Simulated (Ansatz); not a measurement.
# FH₄NSn: a ladder of functionals and wavefunction methods

An exercise on one series of results from a longer session: the logs are not shown, and one member is left open.

Computed with Ansatz 0.2.0, Gaussian basis. Level: functionals in def2-TZVPP, the program's frozen cores in correlated methods.

The runs, in order: PBE-D4, r2SCAN-D4, PBE0-D4, B3LYP-D4, ωB97X-V, ωB97M-V, B2PLYP; CCSD(T)/def2-TZVPP; CCSD(T)/def2-QZVPP; extrapolation to the limit.

### Structure used throughout

The geometry comes from an earlier relaxation with PBE0-D4 in a triple-zeta def2 set; it is a stationary point, not always the lowest conformer. Sn takes the def2 core potential; no spin-orbit term is included.

SMILES `[NH2][SnH2][F]`, 7 atoms, charge 0, spin multiplicity 1.

Atoms are counted from 1 here; the program's logs count them from 0.

Bond lengths: N1–Sn2 2.003 Å, N1–H4 1.011 Å, N1–H5 1.011 Å, Sn2–F3 1.934 Å, Sn2–H6 1.697 Å, Sn2–H7 1.697 Å. Angles: Sn2–N1–H4 114.8°, Sn2–N1–H5 114.8°, H4–N1–H5 108.4°, N1–Sn2–F3 109.1°, N1–Sn2–H6 109.6°, N1–Sn2–H7 109.6°, F3–Sn2–H6 104.6°, F3–Sn2–H7 104.6°, H6–Sn2–H7 118.8°.

The first run:

The input, in.yaml:

```yaml
crystal:
  periodic: [false, false, false]
  atoms:
    - {symbol: N, position_ang: [-0.578178, -0.194710, -1.138020]}
    - {symbol: Sn, position_ang: [0.381379, 0.381986, 0.522780]}
    - {symbol: F, position_ang: [0.367197, -1.070316, 1.800100]}
    - {symbol: H, position_ang: [-0.146880, -0.965250, -1.630454]}
    - {symbol: H, position_ang: [-1.558129, -0.407270, -1.008670]}
    - {symbol: H, position_ang: [-0.489338, 1.626611, 1.279924]}
    - {symbol: H, position_ang: [2.023949, 0.628949, 0.174339]}
basis:
  gaussian: {orbitals: def2-TZVPP}
hamiltonian: {xc: pbe, dispersion: d4}
output: {forces: true, orbitals: {seedname: orbitals}}
```

Launch:

```bash
ansatz run in.yaml --threads 2 --pin off --events-out ev --progress --plain --max-ram 20480MiB --backend cpu
```

Steps of the session up to this table: PBE-D4 (GGA); r2SCAN-D4 (meta-GGA); PBE0-D4 (hybrid); B3LYP-D4 (hybrid); ωB97X-V (range-separated); ωB97M-V (range-separated); B2PLYP (double hybrid); CCSD(T) in def2-TZVPP; CCSD(T) in def2-QZVPP.

One of the session's tables, all rows but one given; the rest of the session is left out.

```
            method  atoms, summed (eV)  atomisation energy (eV)
            PBE-D4          -10080.433                   21.286
         r2SCAN-D4          -10085.601                   20.895
           PBE0-D4          -10081.351                   20.701
          B3LYP-D4          -10087.539                   21.020
           ωB97X-V          -10083.096                   21.290
           ωB97M-V          -10082.380                   21.089
            B2PLYP          -10077.135                   20.772
     HF/def2-TZVPP          -10045.184                   13.899
    MP2/def2-TZVPP                   ?                        ?
   CCSD/def2-TZVPP          -10061.030                   20.154
CCSD(T)/def2-TZVPP          -10061.348                   20.515
           MP2/CBS          -10071.896                   21.365
       CCSD(T)/CBS          -10072.896                   21.314
```

Estimate the missing values for MP2/def2-TZVPP.

**Answer.** atoms, summed (eV): -10060.348; atomisation energy (eV): 20.567. In the column «atoms, summed (eV)» it lies between CCSD/def2-TZVPP (-10061.030) and HF/def2-TZVPP (-10045.184).
